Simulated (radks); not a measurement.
# Shell filling in a hard-walled sphere of radius 1.79 bohr*, with a point charge of +1 at the centre, N = 1 to 7

Which level does each new electron take in a hard-walled sphere of radius 1.79 bohr*, with a point charge of +1 at the centre, and at which counts is the dot hardest to charge further? Each count tries a few candidate levels and keeps the lowest.

Program: radks, version 2. Model: non-relativistic spin-polarised Kohn-Sham, LDA (Slater exchange, Perdew-Wang correlation), spherically averaged shells. All values are calculated.

### Step 1. The system

| Property | Result |
| --- | --- |
| well | a hard-walled sphere of radius 1.79 bohr*, with a point charge of +1 at the centre |
| functional | LDA (Slater exchange, Perdew-Wang correlation) |
| levels | named by radial order: 1s, 1p, 1d, 2s, 1f and so on |
| units | effective atomic units, hartree* and bohr* |
| configuration carried in | none |

The runs follow, count by count.

### Step 2. N = 1

Candidate: add 1s up. Settings:

```ini
kind = hard wall
xc = PW
radius = 1.79  # bohr
z = 1  # e
electrons = 1
background = 0  # e
configuration = 1s(up 1, down 0)
```

Launch:

```bash
$ python run_model.py task.json out
```

task.json names the series; the program runs every candidate in turn, and a move starts from the lowest state found so far. In the records, mag is the spin moment and err the last SCF error; their hartree and bohr are effective units.

From the run's result record (rounded, not every field):

```text
{
  "status": "converged",
  "energy_total [hartree]": 0.0954602914,
  "energy_kinetic [hartree]": 1.692156,
  "energy_external [hartree]": -1.649544,
  "energy_hartree [hartree]": 0.5673394,
  "energy_xc [hartree]": -0.5144907,
  "energy_background [hartree]": 0.0,
  "orbitals [level, occupation, hartree, mean radius in bohr]": [
    ["1s up", 1, 0.497216, 0.79073]
  ],
  "r2_mean [bohr^2]": 0.7349362,
  "mag [bohr magneton]": 1,
  "err": 1.8e-09
}
```

Lowest: 1s(up 1, down 0).

### Step 3. Electron number 2

Candidate: add 1s down. Settings:

```ini
kind = hard wall
xc = PW
radius = 1.79  # bohr
z = 1  # e
electrons = 2
background = 0  # e
configuration = 1s2
```

From the run's result record (rounded, not every field):

```text
{
  "status": "converged",
  "energy_total [hartree]": 1.23806844,
  "energy_kinetic [hartree]": 3.240518,
  "energy_external [hartree]": -3.123247,
  "energy_hartree [hartree]": 2.168895,
  "energy_xc [hartree]": -1.048098,
  "energy_background [hartree]": 0.0,
  "orbitals [level, occupation, hartree, mean radius in bohr]": [
    ["1s up", 1, 1.54089, 0.825486],
    ["1s down", 1, 1.54089, 0.825486]
  ],
  "r2_mean [bohr^2]": 0.7932151,
  "mag [bohr magneton]": 0,
  "err": 6.4e-10,
  "alpha [bohr^3]": 0.4780279
}
```

Candidate: add 1p up. Changed: configuration = 1s(up 1, down 0) 1p(up 1, down 0).

Result:

```text
{
  "status": "converged",
  "energy_total [hartree]": 2.9611337,
  "energy_kinetic [hartree]": 4.802877,
  "energy_external [hartree]": -2.654171,
  "energy_hartree [hartree]": 1.924862,
  "energy_xc [hartree]": -1.112435,
  "energy_background [hartree]": 0.0,
  "orbitals [level, occupation, hartree, mean radius in bohr]": [
    ["1s up", 1, 1.303, 0.813183],
    ["1p up", 1, 3.22463, 1.04]
  ],
  "r2_mean [bohr^2]": 0.9677965,
  "mag [bohr magneton]": 2,
  "err": 1.3e-09
}
```

| candidate | configuration | above the lowest (hartree*) |
| --- | --- | --- |
| add 1s down | 1s2 | lowest |
| add 1p up | 1s(up 1, down 0) 1p(up 1, down 0) | 1.72 |

Kept: 1s2.

From the same record, its empty bound levels (hartree) and its density (bohr, e/bohr³):

```text
empty: [["1p up", 3.4101], ["1d up", 5.4961], ["2s up", 5.8135], ["1p down", 3.4101], ["1d down", 5.4961], ["2s down", 5.8135]]
r: [0.03563, 0.1255, 0.2154, 0.3053, 0.3951, 0.485, 0.5749, 0.6648, 0.7546, 0.8445, 0.9344, 1.024, 1.114, 1.204, 1.294, 1.384, 1.474, 1.564, 1.653, 1.743]
n: [1.379, 1.151, 0.96, 0.7996, 0.6645, 0.5499, 0.4523, 0.3689, 0.2974, 0.2362, 0.184, 0.14, 0.1032, 0.07309, 0.04912, 0.03071, 0.01726, 0.008144, 0.002746, 0.0002977]
```

### Step 4. N = 3

Candidate: add 1p up. Settings:

```ini
kind = hard wall
xc = PW
radius = 1.79  # bohr
z = 1  # e
electrons = 3
background = 0  # e
configuration = 1s2 1p(up 1, down 0)
```

From the run's result record (rounded, not every field):

```text
{
  "status": "converged",
  "energy_total [hartree]": 4.99382338,
  "energy_kinetic [hartree]": 6.344597,
  "energy_external [hartree]": -4.080789,
  "energy_hartree [hartree]": 4.388952,
  "energy_xc [hartree]": -1.658937,
  "energy_background [hartree]": 0.0,
  "orbitals [level, occupation, hartree, mean radius in bohr]": [
    ["1s up", 1, 2.32678, 0.845663],
    ["1p up", 1, 4.11257, 1.05614],
    ["1s down", 1, 2.42601, 0.84129]
  ],
  "r2_mean [bohr^2]": 0.9481364,
  "mag [bohr magneton]": 1,
  "err": 1.7e-09
}
```

Candidate: add 1d up. Changed: configuration = 1s2 1d(up 1, down 0).

Result:

```text
{
  "status": "converged",
  "energy_total [hartree]": 7.03753378,
  "energy_kinetic [hartree]": 8.387467,
  "energy_external [hartree]": -3.971133,
  "energy_hartree [hartree]": 4.23453,
  "energy_xc [hartree]": -1.61333,
  "energy_background [hartree]": 0.0,
  "orbitals [level, occupation, hartree, mean radius in bohr]": [
    ["1s up", 1, 2.28412, 0.84387],
    ["1d up", 1, 6.12003, 1.16064],
    ["1s down", 1, 2.36485, 0.835607]
  ],
  "r2_mean [bohr^2]": 1.015246,
  "mag [bohr magneton]": 1,
  "err": 8.8e-10
}
```

| candidate | configuration | above the lowest (hartree*) |
| --- | --- | --- |
| add 1p up | 1s2 1p(up 1, down 0) | lowest |
| add 1d up | 1s2 1d(up 1, down 0) | 2.04 |

The series goes on from 1s2 1p(up 1, down 0).

### Step 5. N = 4

Candidate: add 1p up. Settings:

```ini
kind = hard wall
xc = PW
radius = 1.79  # bohr
z = 1  # e
electrons = 4
background = 0  # e
configuration = 1s2 1p(up 2, down 0)
```

From the run's result record (rounded, not every field):

```text
{
  "status": "converged",
  "energy_total [hartree]": 9.47487551,
  "energy_kinetic [hartree]": 9.468249,
  "energy_external [hartree]": -5.027988,
  "energy_hartree [hartree]": 7.413707,
  "energy_xc [hartree]": -2.379093,
  "energy_background [hartree]": 0.0,
  "orbitals [level, occupation, hartree, mean radius in bohr]": [
    ["1s up", 1, 3.13342, 0.862573],
    ["1p up", 2, 4.8527, 1.06527],
    ["1s down", 1, 3.30283, 0.856275]
  ],
  "r2_mean [bohr^2]": 1.033393,
  "mag [bohr magneton]": 2,
  "err": 9.1e-12
}
```

Candidate: add 1p down. Changed: configuration = 1s2 1p(up 1, down 1).

Result:

```text
{
  "status": "converged",
  "energy_total [hartree]": 9.56830744,
  "energy_kinetic [hartree]": 9.466468,
  "energy_external [hartree]": -5.023391,
  "energy_hartree [hartree]": 7.409512,
  "energy_xc [hartree]": -2.284282,
  "energy_background [hartree]": 0.0,
  "orbitals [level, occupation, hartree, mean radius in bohr]": [
    ["1s up", 1, 3.20339, 0.860368],
    ["1p up", 1, 4.93038, 1.06545],
    ["1s down", 1, 3.20339, 0.860368],
    ["1p down", 1, 4.93038, 1.06545]
  ],
  "r2_mean [bohr^2]": 1.034452,
  "mag [bohr magneton]": 0,
  "err": 5.5e-12
}
```

Candidate: add 1d up. Changed: configuration = 1s2 1p(up 1, down 0) 1d(up 1, down 0).

Result:

```text
{
  "status": "converged",
  "energy_total [hartree]": 11.4839359,
  "energy_kinetic [hartree]": 11.50909,
  "energy_external [hartree]": -4.925227,
  "energy_hartree [hartree]": 7.236085,
  "energy_xc [hartree]": -2.336011,
  "energy_background [hartree]": 0.0,
  "orbitals [level, occupation, hartree, mean radius in bohr]": [
    ["1s up", 1, 3.09165, 0.860251],
    ["1p up", 1, 4.81939, 1.06474],
    ["1d up", 1, 6.82948, 1.16589],
    ["1s down", 1, 3.24621, 0.850753]
  ],
  "r2_mean [bohr^2]": 1.081488,
  "mag [bohr magneton]": 2,
  "err": 9.6e-12
}
```

Candidate: move 1p up to 1p down: the same state as a run above.

| candidate | configuration | above the lowest (hartree*) |
| --- | --- | --- |
| add 1p up | 1s2 1p(up 2, down 0) | lowest |
| add 1p down | 1s2 1p(up 1, down 1) | 0.0934 |
| add 1d up | 1s2 1p(up 1, down 0) 1d(up 1, down 0) | 2.01 |
| move 1p up to 1p down | 1s2 1p(up 1, down 1) | 0.0934 |

The series goes on from 1s2 1p(up 2, down 0).

From the same record, its empty bound levels (hartree) and its density (bohr, e/bohr³):

```text
empty: [["1d up", 6.8607], ["2s up", 7.3593], ["1f up", 9.267], ["1p down", 5.0446], ["1d down", 7.053], ["2s down", 7.4881], ["1f down", 9.4546]]
r: [0.04066, 0.1303, 0.2199, 0.3095, 0.3991, 0.4888, 0.5784, 0.668, 0.7576, 0.8472, 0.9368, 1.026, 1.116, 1.206, 1.295, 1.385, 1.475, 1.564, 1.654, 1.743]
n: [1.163, 0.9887, 0.8585, 0.7616, 0.6887, 0.6318, 0.5843, 0.5407, 0.4966, 0.4493, 0.3973, 0.341, 0.2808, 0.2199, 0.162, 0.1092, 0.06519, 0.03246, 0.01112, 0.001245]
```

### Step 6. Electron number 5

Candidate: add 1p up. Settings:

```ini
kind = hard wall
xc = PW
radius = 1.79  # bohr
z = 1  # e
electrons = 5
background = 0  # e
configuration = 1s2 1p(up 3, down 0)
```

From the run's result record (rounded, not every field):

```text
{
  "status": "converged",
  "energy_total [hartree]": 14.7031451,
  "energy_kinetic [hartree]": 12.6148,
  "energy_external [hartree]": -5.96242,
  "energy_hartree [hartree]": 11.22778,
  "energy_xc [hartree]": -3.177012,
  "energy_background [hartree]": 0.0,
  "orbitals [level, occupation, hartree, mean radius in bohr]": [
    ["1s up", 1, 3.94395, 0.878041],
    ["1p up", 3, 5.60501, 1.07378],
    ["1s down", 1, 4.16927, 0.870653]
  ],
  "r2_mean [bohr^2]": 1.090764,
  "mag [bohr magneton]": 3,
  "err": 1.5e-11
}
```

Candidate: add 1p down. Changed: configuration = 1s2 1p(up 2, down 1).

Result:

```text
{
  "status": "converged",
  "energy_total [hartree]": 14.8648889,
  "energy_kinetic [hartree]": 12.61378,
  "energy_external [hartree]": -5.956178,
  "energy_hartree [hartree]": 11.22056,
  "energy_xc [hartree]": -3.01327,
  "energy_background [hartree]": 0.0,
  "orbitals [level, occupation, hartree, mean radius in bohr]": [
    ["1s up", 1, 3.99973, 0.876587],
    ["1p up", 2, 5.66561, 1.07403],
    ["1s down", 1, 4.07093, 0.87449],
    ["1p down", 1, 5.74389, 1.07421]
  ],
  "r2_mean [bohr^2]": 1.092067,
  "mag [bohr magneton]": 1,
  "err": 1.4e-09
}
```

Candidate: add 1d up. Changed: configuration = 1s2 1p(up 2, down 0) 1d(up 1, down 0).

Result:

```text
{
  "status": "converged",
  "energy_total [hartree]": 16.6800345,
  "energy_kinetic [hartree]": 14.6516,
  "energy_external [hartree]": -5.865725,
  "energy_hartree [hartree]": 11.03032,
  "energy_xc [hartree]": -3.136168,
  "energy_background [hartree]": 0.0,
  "orbitals [level, occupation, hartree, mean radius in bohr]": [
    ["1s up", 1, 3.90375, 0.875483],
    ["1p up", 2, 5.57391, 1.07298],
    ["1d up", 1, 7.55231, 1.17109],
    ["1s down", 1, 4.11679, 0.865324]
  ],
  "r2_mean [bohr^2]": 1.127575,
  "mag [bohr magneton]": 3,
  "err": 1.5e-11
}
```

Candidate: move 1p up to 1p down: the same state as a run above.

| candidate | configuration | above the lowest (hartree*) |
| --- | --- | --- |
| add 1p up | 1s2 1p(up 3, down 0) | lowest |
| add 1p down | 1s2 1p(up 2, down 1) | 0.162 |
| add 1d up | 1s2 1p(up 2, down 0) 1d(up 1, down 0) | 1.98 |
| move 1p up to 1p down | 1s2 1p(up 2, down 1) | 0.162 |

Lowest: 1s2 1p(up 3, down 0).

### Step 7. Electron number 6

Candidate: add 1p down. Settings:

```ini
kind = hard wall
xc = PW
radius = 1.79  # bohr
z = 1  # e
electrons = 6
background = 0  # e
configuration = 1s2 1p(up 3, down 1)
```

From the run's result record (rounded, not every field):

```text
{
  "status": "converged",
  "energy_total [hartree]": 20.903116,
  "energy_kinetic [hartree]": 15.78959,
  "energy_external [hartree]": -6.877373,
  "energy_hartree [hartree]": 15.80865,
  "energy_xc [hartree]": -3.817757,
  "energy_background [hartree]": 0.0,
  "orbitals [level, occupation, hartree, mean radius in bohr]": [
    ["1s up", 1, 4.79999, 0.891486],
    ["1p up", 3, 6.41196, 1.08207],
    ["1s down", 1, 4.92883, 0.888071],
    ["1p down", 1, 6.5519, 1.0825]
  ],
  "r2_mean [bohr^2]": 1.135296,
  "mag [bohr magneton]": 2,
  "err": 1.2e-09
}
```

Candidate: add 1d up. Changed: configuration = 1s2 1p(up 3, down 0) 1d(up 1, down 0).

Result:

```text
{
  "status": "converged",
  "energy_total [hartree]": 22.6330855,
  "energy_kinetic [hartree]": 17.82033,
  "energy_external [hartree]": -6.793062,
  "energy_hartree [hartree]": 15.60406,
  "energy_xc [hartree]": -3.998246,
  "energy_background [hartree]": 0.0,
  "orbitals [level, occupation, hartree, mean radius in bohr]": [
    ["1s up", 1, 4.71479, 0.889901],
    ["1p up", 3, 6.33253, 1.08089],
    ["1d up", 1, 8.28104, 1.17618],
    ["1s down", 1, 4.97683, 0.87934]
  ],
  "r2_mean [bohr^2]": 1.163354,
  "mag [bohr magneton]": 4,
  "err": 2.2e-11
}
```

Candidate: add 1d down. Changed: configuration = 1s2 1p(up 3, down 0) 1d(up 0, down 1).

Result:

```text
{
  "status": "converged",
  "energy_total [hartree]": 22.845496,
  "energy_kinetic [hartree]": 17.81827,
  "energy_external [hartree]": -6.78659,
  "energy_hartree [hartree]": 15.59784,
  "energy_xc [hartree]": -3.784023,
  "energy_background [hartree]": 0.0,
  "orbitals [level, occupation, hartree, mean radius in bohr]": [
    ["1s up", 1, 4.75195, 0.886439],
    ["1p up", 3, 6.3818, 1.07979],
    ["1s down", 1, 4.89616, 0.886807],
    ["1d down", 1, 8.46548, 1.17824]
  ],
  "r2_mean [bohr^2]": 1.164234,
  "mag [bohr magneton]": 2,
  "err": 1e-09
}
```

Candidate: move 1p up to 1p down. Changed: configuration = 1s2 1p(up 2, down 2).

Result:

```text
{
  "status": "converged",
  "energy_total [hartree]": 20.9723142,
  "energy_kinetic [hartree]": 15.78991,
  "energy_external [hartree]": -6.875416,
  "energy_hartree [hartree]": 15.80567,
  "energy_xc [hartree]": -3.747849,
  "energy_background [hartree]": 0.0,
  "orbitals [level, occupation, hartree, mean radius in bohr]": [
    ["1s up", 1, 4.85728, 0.890096],
    ["1p up", 2, 6.47372, 1.08232],
    ["1s down", 1, 4.85728, 0.890096],
    ["1p down", 2, 6.47372, 1.08232]
  ],
  "r2_mean [bohr^2]": 1.135703,
  "mag [bohr magneton]": 0,
  "err": 1.3e-11
}
```

| candidate | configuration | above the lowest (hartree*) |
| --- | --- | --- |
| add 1p down | 1s2 1p(up 3, down 1) | lowest |
| add 1d up | 1s2 1p(up 3, down 0) 1d(up 1, down 0) | 1.73 |
| add 1d down | 1s2 1p(up 3, down 0) 1d(up 0, down 1) | 1.94 |
| move 1p up to 1p down | 1s2 1p(up 2, down 2) | 0.0692 |

The series goes on from 1s2 1p(up 3, down 1).

From the same record, its empty bound levels (hartree) and its density (bohr, e/bohr³):

```text
empty: [["1d up", 8.3561], ["2s up", 8.9819], ["1f up", 10.716], ["1d down", 8.4944], ["2s down", 9.078], ["1f down", 10.85]]
r: [0.04262, 0.1321, 0.2217, 0.3112, 0.4007, 0.4902, 0.5797, 0.6692, 0.7588, 0.8483, 0.9378, 1.027, 1.117, 1.206, 1.296, 1.385, 1.475, 1.564, 1.654, 1.743]
n: [0.9977, 0.8645, 0.7796, 0.7304, 0.7054, 0.6948, 0.6897, 0.6828, 0.6676, 0.6395, 0.5956, 0.5355, 0.4601, 0.375, 0.2847, 0.1983, 0.1213, 0.06152, 0.02136, 0.002407]
```

### Step 8. Electron number 7

Candidate: add 1p down. Settings:

```ini
kind = hard wall
xc = PW
radius = 1.79  # bohr
z = 1  # e
electrons = 7
background = 0  # e
configuration = 1s2 1p(up 3, down 2)
```

From the run's result record (rounded, not every field):

```text
{
  "status": "converged",
  "energy_total [hartree]": 27.8158535,
  "energy_kinetic [hartree]": 18.99925,
  "energy_external [hartree]": -7.784171,
  "energy_hartree [hartree]": 21.15711,
  "energy_xc [hartree]": -4.556331,
  "energy_background [hartree]": 0.0,
  "orbitals [level, occupation, hartree, mean radius in bohr]": [
    ["1s up", 1, 5.64803, 0.904447],
    ["1p up", 3, 7.21445, 1.08995],
    ["1s down", 1, 5.70571, 0.903122],
    ["1p down", 2, 7.27627, 1.0902]
  ],
  "r2_mean [bohr^2]": 1.170721,
  "mag [bohr magneton]": 1,
  "err": 1.7e-11
}
```

Candidate: add 1d up. Changed: configuration = 1s2 1p(up 3, down 1) 1d(up 1, down 0).

Result:

```text
{
  "status": "converged",
  "energy_total [hartree]": 29.6076012,
  "energy_kinetic [hartree]": 21.02149,
  "energy_external [hartree]": -7.700917,
  "energy_hartree [hartree]": 20.93487,
  "energy_xc [hartree]": -4.647837,
  "energy_background [hartree]": 0.0,
  "orbitals [level, occupation, hartree, mean radius in bohr]": [
    ["1s up", 1, 5.56404, 0.903029],
    ["1p up", 3, 7.13543, 1.08886],
    ["1d up", 1, 9.05436, 1.18156],
    ["1s down", 1, 5.73199, 0.896251],
    ["1p down", 1, 7.32564, 1.08821]
  ],
  "r2_mean [bohr^2]": 1.194215,
  "mag [bohr magneton]": 3,
  "err": 2.9e-11
}
```

Candidate: add 1d down. Changed: configuration = 1s2 1p(up 3, down 1) 1d(up 0, down 1).

Result:

```text
{
  "status": "converged",
  "energy_total [hartree]": 29.7305721,
  "energy_kinetic [hartree]": 21.02122,
  "energy_external [hartree]": -7.698257,
  "energy_hartree [hartree]": 20.93165,
  "energy_xc [hartree]": -4.524042,
  "energy_background [hartree]": 0.0,
  "orbitals [level, occupation, hartree, mean radius in bohr]": [
    ["1s up", 1, 5.60317, 0.899599],
    ["1p up", 3, 7.18617, 1.08778],
    ["1s down", 1, 5.67324, 0.901379],
    ["1p down", 1, 7.24948, 1.08984],
    ["1d down", 1, 9.16484, 1.18273]
  ],
  "r2_mean [bohr^2]": 1.194574,
  "mag [bohr magneton]": 1,
  "err": 2.7e-11
}
```

| candidate | configuration | above the lowest (hartree*) |
| --- | --- | --- |
| add 1p down | 1s2 1p(up 3, down 2) | lowest |
| add 1d up | 1s2 1p(up 3, down 1) 1d(up 1, down 0) | 1.79 |
| add 1d down | 1s2 1p(up 3, down 1) 1d(up 0, down 1) | 1.91 |

Kept: 1s2 1p(up 3, down 2).

### Step 9. Trends over these counts

| N | configuration | unpaired | chemical potential (hartree*) | addition energy (hartree*) | rms radius (bohr*) |
| --- | --- | --- | --- | --- | --- |
| 1 | 1s(up 1, down 0) | 1 | 0.09546 | 1.05 | 0.857 |
| 2 | 1s2 | 0 | 1.143 | 2.61 | 0.891 |
| 3 | 1s2 1p(up 1, down 0) | 1 | 3.756 | 0.725 | 0.974 |
| 4 | 1s2 1p(up 2, down 0) | 2 | 4.481 | 0.747 | 1.02 |
| 5 | 1s2 1p(up 3, down 0) | 3 | 5.228 | 0.972 | 1.04 |
| 6 | 1s2 1p(up 3, down 1) | 2 | 6.200 | 0.713 | 1.07 |
| 7 | 1s2 1p(up 3, down 2) | 1 | 6.913 | - | 1.08 |

Chemical potential E(N) - E(N-1); addition energy E(N+1) + E(N-1) - 2E(N).

Density of N = 7:

r (bohr*), 4πr² × density and a bar:
```
     0.04       0.02 
     0.18       0.31 #
     0.31       0.87 ###
     0.45       1.79 ######
     0.58       3.10 ###########
     0.71       4.78 #################
     0.85       6.58 #######################
     0.98       8.04 ############################
     1.12       8.63 ##############################
     1.25       7.92 ############################
     1.39       5.92 #####################
     1.52       3.25 ###########
     1.65       0.93 ###
     1.79       0.00
```

### Step 10. Summary of results

```
               quantity                                   value
     closed shells at N                                       2
largest addition energy  2.61 hartree* at N = 2 (of N = 1 to 6)
most unpaired electrons                              3 at N = 5
polarisability at N = 2                           0.4780 bohr*³
 configuration at N = 7                    1s2 1p(up 3, down 2)
```

**Reading.** All occupied shells are full at N = 2, and the second difference peaks there. Among the lowest states kept at each count, up to 3 electrons are unpaired (N = 5), since exchange favours parallel spins. Only a few candidates are tried at each count, so a lower state may have been missed.
